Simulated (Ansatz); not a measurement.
# Cs4H: the cost of one run

Method: DFT PBE, scalar-relativistic, plane waves, PAW, in Ansatz 0.2.0.

## Step 1: The structure to begin with

Symmetry: Pm-3m, No. 221, cubic system. Conventional cell: a = 6.434 Å, b = 6.434 Å, c = 6.434 Å, α = 90.00°, β = 90.00°, γ = 90.00°. Cs (site symmetry 4/mmm) is surrounded by 2 H at 3.22 Å. H (site symmetry m-3m) is surrounded by 6 Cs at 3.22 Å.

Coordinates:

```
CELL_PARAMETERS angstrom
6.43362 0.00000 0.00000
0.00000 6.43362 0.00000
0.00000 0.00000 6.43362
ATOMIC_POSITIONS crystal
Cs 0.00000 0.50000 0.50000
Cs 0.50000 0.00000 0.50000
Cs 0.50000 0.50000 0.00000
Cs 0.00000 0.00000 0.00000
H 0.50000 0.50000 0.50000
```

The cell is invented: random cell by space group and Wyckoff sites (Pm-3m, No. 221). The dimensions are guesses.

## Step 2: The guess as it stands, on a coarse mesh

input.yaml reads:

```yaml
crystal:
  lattice:
    - [6.43361573, 0.0, 0.0]
    - [0.0, 6.43361573, 0.0]
    - [0.0, 0.0, 6.43361573]
  atoms:
    - { symbol: Cs, position: [0.0, 0.5, 0.5] }
    - { symbol: Cs, position: [0.5, 0.0, 0.5] }
    - { symbol: Cs, position: [0.5, 0.5, 0.0] }
    - { symbol: Cs, position: [0.0, 0.0, 0.0] }
    - { symbol: H, position: [0.5, 0.5, 0.5] }
basis:
  ecutwfc: 420
kpoints:
  mp_grid: { grid: [4, 4, 4] }
hamiltonian:
  xc: pbe
scf:
  occupations: { method: gaussian, width: 0.1 }
  lower_state_search: "off"
output:
  forces: true
  stress: true
  eigenvalues: true
```

Started as:

```
$ ansatz run input.yaml --threads 1 --pin off --max-ram 2048MiB --backend cpu --events-out ev --progress --plain --runs-dir out
```

What time and memory should one allow on 1 thread of Arm Neoverse V2, shared host?

About 4.8 s, with a peak of 0.49 GiB.
